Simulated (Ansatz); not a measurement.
# MgB2: the cost of one run

All numbers are computed with Ansatz 0.2.0, driven from Python. Level of theory: DFT PBEsol, plane waves, PAW.

## (1) The structure

It takes space group P6/mmm (No. 191, hexagonal). Conventional cell: a = 3.085 Å, b = 3.085 Å, c = 3.523 Å, α = 90.00°, β = 90.00°, γ = 120.00°. Around Mg (site symmetry 6/mmm) lie 12 B at 2.51 Å. Around B (site symmetry -6m2) lie 3 B at 1.78 Å and 6 Mg at 2.51 Å.

The script holds or builds the structure itself.

## (2) Script

run_eos.py

```python
# -*- coding: utf-8 -*-
"""Equation of state of MgB2."""

import ansatz as az
from ase.eos import EquationOfState
from ase.units import GPa
import numpy as np

params = {
    "xc": "pbesol",
    "ecut": 630,
    "beta": 0.4,
    "kgrid": (10, 10, 8),
}

VECTORS = np.array([
    [3.085, 0.0, 0.0],
    [-1.5425, 2.671688, 0.0],
    [0.0, 0.0, 3.523],
])
SITES = [
    ("Mg", (0.0, 0.0, 0.0)),
    ("B", (1 / 3, 2 / 3, 0.5)),
    ("B", (2 / 3, 1 / 3, 0.5)),
]


def crystal_on(cell):
    crystal = az.Crystal(lattice=az.Lattice.of(cell))
    for symbol, position in SITES:
        crystal = crystal.atom(symbol, position)
    return crystal


def main():
    # uniform scaling of the cell
    volumes, energies, pressures = [], [], []
    for scale in np.linspace(0.95, 1.07, 5):
        cell = VECTORS * scale ** (1 / 3)
        job = (
            crystal_on(cell).calculation()
            .functional(params["xc"])
            .basis(params["ecut"])
            .occupations(az.OccupationsMethod.FERMI_DIRAC)
            .mixing("broyden", ndim=6, beta=params["beta"])
            .kpoints(*params["kgrid"])
            .stress()
        )
        report = job.run().report
        volumes.append(abs(np.linalg.det(cell)) / len(SITES))
        energies.append(report["free_energy_ev"] / len(SITES))
        pressures.append(np.trace(report["stress_gpa"]) / 3)
        print(f"V = {volumes[-1]:8.4f} A^3/atom  F = {energies[-1]:.5f} eV/atom  P = {pressures[-1]:8.3f} GPa")

    eos = EquationOfState(volumes, energies, eos="birchmurnaghan")
    v0, e0, bulk = eos.fit()
    print(f"V0 = {v0:.4f} A^3/atom, E0 = {e0:.5f} eV/atom, B = {bulk / GPa:.1f} GPa")
    eos.plot("eos.png")


if __name__ == "__main__":
    main()
```

## (3) What the engine is handed

The package turns the script's settings into the engine's input (first run):

```yaml
crystal:
  lattice:
    - [3.0327017611364577, 0.0, 0.0]
    - [-1.5163508805682289, 2.626396402854827, 0.0]
    - [0.0, 0.0, 3.4632765978877607]
  atoms:
    - { symbol: Mg, position: [0.0, 0.0, 0.0] }
    - { symbol: B, position: [0.3333333333333333, 0.6666666666666666, 0.5] }
    - { symbol: B, position: [0.6666666666666666, 0.3333333333333333, 0.5] }
basis:
  ecutwfc: 630.0
kpoints:
  mp_grid:
    grid: [10, 10, 8]
hamiltonian:
  xc: pbesol
scf:
  mixing:
    algorithm: broyden
    beta: 0.4
    ndim: 6
  occupations:
    method: fermi_dirac
output:
  stress: true
```

## (4) Launch

The run is started by

```sh
$ python run_eos.py
```

**Question.** How long does this script take on 1 thread of Intel Xeon 6975P-C (Granite Rapids), shared host, and how much memory does it need?

About 6.5 s, with a peak of 0.41 GiB.
